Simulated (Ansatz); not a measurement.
# Rh, space group P6_3/mmc: a frozen displacement of one atom

With the Ansatz DFT code, driven from Python.

Contents of `rh.extxyz`:
```text
4
Lattice="2.69174462 0.0 0.0 -1.34587231 2.33111922 0.0 0.0 0.0 8.79807013" Properties=species:S:1:pos:R:3 pbc="T T T"
Rh    0.00000000    0.00000000    0.00000000
Rh   -0.00000001    1.55407949    2.19951753
Rh    0.00000000    0.00000000    4.39903506
Rh    1.34587233    0.77703973    6.59855260
```

Notebook, run cell by cell (the value of a cell's last expression is shown):

```python
import ansatz as az
import numpy as np
```

```python
rh = az.Crystal.from_extxyz('rh.extxyz')
```

```python
inverse = np.linalg.inv(np.array(rh.lattice.vectors))
home = np.array(rh.sites[2].position)
values = np.linspace(-0.05, 0.05, 5)
energies, pulls = [], []
for shift in values:
    moved = rh.move(2, to=home + shift * inverse[1])
    setup = (
        moved.calculation()
        .kpoints(mesh=(9, 9, 3))
        .occupations('fermi_dirac')
        .pseudopotentials('paw')
        .functional('lda')
        .forces()
    )
    data = setup.run().report
    energies.append(data['free_energy_ev'])
    pulls.append(data['forces_ev_ang'][2][1])
```

    DeckWarning: basis.ecutwfc = 420 eV, auto-derived from the records' recommended cutoffs: set by Rh (normal level)

```python
# the force is minus the slope of the free energy
print('shift (A)   dE (eV)   force along y (eV/A)')
for shift, e, f in zip(values, energies, pulls):
    print(f'{shift:8.3f} {e - energies[2]:10.5f} {f:12.4f}')
print(f'stiffness from energies {2 * np.polyfit(values, energies, 2)[0]:.3f}, from forces {-np.polyfit(values, pulls, 1)[0]:.3f} eV/A^2')
```

    shift (A)   dE (eV)   force along y (eV/A)
      -0.050    0.00430       0.1718
      -0.025    0.00108       0.0862
       0.000    0.00000       0.0000
       0.025    0.00108      -0.0862
       0.050    0.00430      -0.1718
    stiffness from energies 3.442, from forces 3.438 eV/A^2

The curvature of the energy gives 3.442 eV/Å² and the slope of the force 3.438 eV/Å², a positive curvature.

Reading the output:
- No spin polarisation was allowed.
- The mesh is modest for a metal, so energies can be off by several to tens of meV an atom and pressures by half a GPa or more; differences at equal mesh fare better.
- In a metal a curvature from energy changes of a few meV or less hangs on mesh and smearing, in size and even in sign.
- This isn't the structure that Rh takes at ambient conditions.
- Warnings are shown shortened and without file and line.
- All periodic images of the atom move with it, so the curvature is one diagonal element of the zone-centre force constants and no normal mode; a positive value doesn't exclude soft modes in which several atoms move.
- Finished in 41 s on 1 thread of Arm Neoverse V1 (shared host), peak memory 0.42 GiB.
